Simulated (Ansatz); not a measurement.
# Zr2PdS3: the cost of one run

Computed with Ansatz 0.2.0 (DFT PBE, scalar-relativistic, plane waves, PAW, unless a step's input says otherwise).

2 further runs of the same task are left out: 1 that didn't finish, 1 set aside as unsound or not needed.

## (1) Starting point

Symmetry: P6/mmm, No. 191, hexagonal system. The conventional cell has a = 5.617 Å, b = 5.617 Å, c = 4.652 Å, α = 90.00°, β = 90.00°, γ = 120.00°. Zr (site symmetry -6m2) is surrounded by 6 S at 2.84 Å and 3 Zr at 3.24 Å and 3 Pd at 3.24 Å. Pd (site symmetry 6/mmm) has 6 Zr at 3.24 Å and 12 S at 3.65 Å in its first shell of neighbours. Around S (site symmetry mmm) lie 4 S at 2.81 Å and 4 Zr at 2.84 Å and 4 Pd at 3.65 Å.

As a file:

```cif
data_structure
_symmetry_space_group_name_H-M 'P 1'
_symmetry_Int_Tables_number 1
_cell_length_a 5.6171
_cell_length_b 5.6171
_cell_length_c 4.6516
_cell_angle_alpha 90.000
_cell_angle_beta 90.000
_cell_angle_gamma 120.000
_cell_volume 127.10
loop_
_atom_site_label
_atom_site_type_symbol
_atom_site_fract_x
_atom_site_fract_y
_atom_site_fract_z
_atom_site_occupancy
Zr1 Zr 0.33333 0.66667 0.00000 1
Zr2 Zr 0.66667 0.33333 0.00000 1
Pd1 Pd 0.00000 0.00000 0.00000 1
S1 S 0.50000 0.00000 0.50000 1
S2 S 0.00000 0.50000 0.50000 1
S3 S 0.50000 0.50000 0.50000 1
```

The cell is invented: species swapped into a database cell of LaNi3Rh2 (P6/mmm, No. 191), with Pd on the La sites, S on the Ni sites and Zr on the Rh sites. Lengths come from tabulated atomic sizes and are only a guess.

## (2) A first look at the guess

The input, input.yaml:

```yaml
crystal:
  lattice:
    - [5.61713652, 0.0, 0.0]
    - [-2.80856826, 4.86458292, 0.0]
    - [0.0, 0.0, 4.65157178]
  atoms:
    - { symbol: Zr, position: [0.33333333, 0.66666667, 0.0] }
    - { symbol: Zr, position: [0.66666667, 0.33333333, 0.0] }
    - { symbol: Pd, position: [0.0, 0.0, 0.0] }
    - { symbol: S, position: [0.5, 0.0, 0.5] }
    - { symbol: S, position: [0.0, 0.5, 0.5] }
    - { symbol: S, position: [0.5, 0.5, 0.5] }
basis:
  ecutwfc: 420
kpoints:
  mp_grid: { grid: [6, 6, 4] }
hamiltonian:
  xc: pbe
scf:
  occupations: { method: gaussian, width: 0.1 }
  lower_state_search: "off"
output:
  forces: true
  stress: true
  eigenvalues: true
```

Started as:

```
$ ansatz run input.yaml --threads 1 --pin off --max-ram 2560MiB --backend cpu --events-out ev --progress --plain --runs-dir out
```

**Question.** How long does this run take on 1 thread of Arm Neoverse V1, shared host, and how much memory does it need?

About 6.4 s, with a peak of 0.41 GiB.
